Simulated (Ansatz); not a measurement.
What does this script print? It uses the Python package of Ansatz (0.2.0).

The script, `bands_sn.py`:
```python
"""Bands of Sn along a path through the zone."""

import ansatz as az
import numpy as np

vectors = np.array([
    [-1.726539, 1.775547, 2.338342],
    [1.726539, -1.775547, 2.338342],
    [1.726539, 1.775547, -2.338342],
])
cell = az.Lattice.of(vectors).atom("Sn", (0.0, 0.0, 0.0))

# high-symmetry points in fractions of the reciprocal vectors
path = [
    ("G", (0.0, 0.0, 0.0)),
    ("R", (0.0, 0.5, 0.0)),
    ("W", (0.25, 0.25, 0.25)),
    ("S", (0.5, 0.0, 0.0)),
    ("G", (0.0, 0.0, 0.0)),
    ("T", (0.0, 0.0, 0.5)),
]
setup = (
    cell.calculation()
    .functional(az.Functional.R2SCAN)
    .occupations(az.OccupationsMethod.COLD, width=0.05)
    .pseudopotentials("paw")
    .kpoints(mesh=(11, 11, 11))
    .band_structure([point for _, point in path], intervals=6)
    .scf(extra_bands=10)
)
history = []
res = setup.session().plan().execute(on_event=lambda event: history.append(event["data"]["dr2_ev"]) if event["event"] == "scf_iter" else None)
report = res.report
print("density residual by iteration (eV):", " ".join(f"{value:.1e}" for value in history[:40]))

for key in ("converged", "n_iterations", "n_electrons", "n_kpoints", "n_pw", "n_symmetry_ops", "free_energy_ev", "fermi_energy_ev"):
    print(f"{key:18s} {report[key]}")

bands = res.band_structure()
fermi = bands.fermi_energy_ev
print(f"zero of the bands: {fermi:.3f} eV, the Fermi level found on the SCF mesh")
for spin, channel in enumerate(bands.channels):
    levels = channel.eigenvalues_ev - fermi
    crossing = [b for b in range(levels.shape[1]) if levels[:, b].min() < 0 < levels[:, b].max()]
    print(f"channel {spin}: bands that cross the Fermi level on this path:", [b + 1 for b in crossing] or "none")
    shown = crossing or sorted(np.argsort(np.abs(levels).min(axis=0))[:2])
    for k, row in zip(bands.kpoints_frac, levels[:, shown]):
        print(f"{k[0]:7.3f} {k[1]:7.3f} {k[2]:7.3f}  ", " ".join(f"{e:8.3f}" for e in row))
```

Output of `python bands_sn.py`:
```text
DeckWarning: basis.ecutwfc = 500 eV, auto-derived from the records' recommended cutoffs: set by Sn (their level for a meta-GGA)
density residual by iteration (eV): 2.5e-03 5.0e-04 3.7e-05 2.3e-07 2.0e-08
converged          True
n_iterations       5
n_electrons        14.0
n_kpoints          216
n_pw               729
n_symmetry_ops     8
free_energy_ev     -6038.390530008761
fermi_energy_ev    10.071782081059911
zero of the bands: 10.072 eV, the Fermi level found on the SCF mesh
channel 0: bands that cross the Fermi level on this path: [7, 8, 9]
  0.000   0.000   0.000      7.481    7.624    8.072
  0.000   0.083   0.000      6.498    7.196    7.589
  0.000   0.167   0.000      3.881    6.598    7.130
 -0.000   0.250   0.000      1.197    5.991    6.681
  0.000   0.333   0.000     -1.276    5.507    6.333
 -0.000   0.417   0.000     -3.402    5.199    6.118
 -0.000   0.500   0.000     -4.585    5.094    6.047
  0.042   0.458   0.042     -4.488    4.301    5.508
  0.083   0.417   0.083     -4.201    2.782    4.286
  0.125   0.375   0.125     -3.733    1.222    2.886
  0.167   0.333   0.167     -3.102   -0.166    1.532
  0.208   0.292   0.208     -2.371   -1.228    0.352
  0.250   0.250   0.250     -1.897   -1.668   -0.273
  0.292   0.208   0.208     -2.239   -1.385    0.458
  0.333   0.167   0.167     -3.050   -0.197    1.739
  0.375   0.125   0.125     -3.733    1.321    3.178
  0.417   0.083   0.083     -4.237    3.014    4.642
  0.458   0.042   0.042     -4.544    4.671    5.867
  0.500  -0.000   0.000     -4.648    5.553    6.365
  0.417   0.000   0.000     -3.568    5.667    6.415
  0.333  -0.000   0.000     -1.543    5.999    6.567
  0.250  -0.000   0.000      0.841    6.518    6.816
  0.167  -0.000   0.000      3.445    7.133    7.160
  0.083  -0.000   0.000      6.047    7.435    7.781
  0.000   0.000   0.000      7.481    7.624    8.072
  0.000   0.000   0.083      6.777    6.777    7.269
  0.000   0.000   0.167      5.254    5.323    5.678
  0.000   0.000   0.250      2.973    4.000    4.356
  0.000   0.000   0.333      0.376    2.992    3.392
 -0.000   0.000   0.417     -2.129    2.365    2.795
  0.000   0.000   0.500     -3.848    2.153    2.594
```
(Warnings from the package without file and line.)

What to keep in mind:
- Total energies depend on the potentials; only differences at equal settings carry meaning. A total without «per atom» is that of the cell as typed.
- The mesh is modest for a metal, so energies can be off by several to tens of meV an atom and pressures by half a GPa or more; differences at equal mesh fare better.
- The zero of the levels is a convention of the potentials, so an absolute Fermi energy is no work function.
- This isn't the structure that Sn takes at ambient conditions.
- Gaps and levels are Kohn-Sham values on a finite set of k-points, without spin-orbit coupling.
- By the engine's processor time: 7.9 s on 1 thread of Intel(R) Xeon(R) Processor @ 2.30GHz (shared host), peak memory 0.61 GiB.
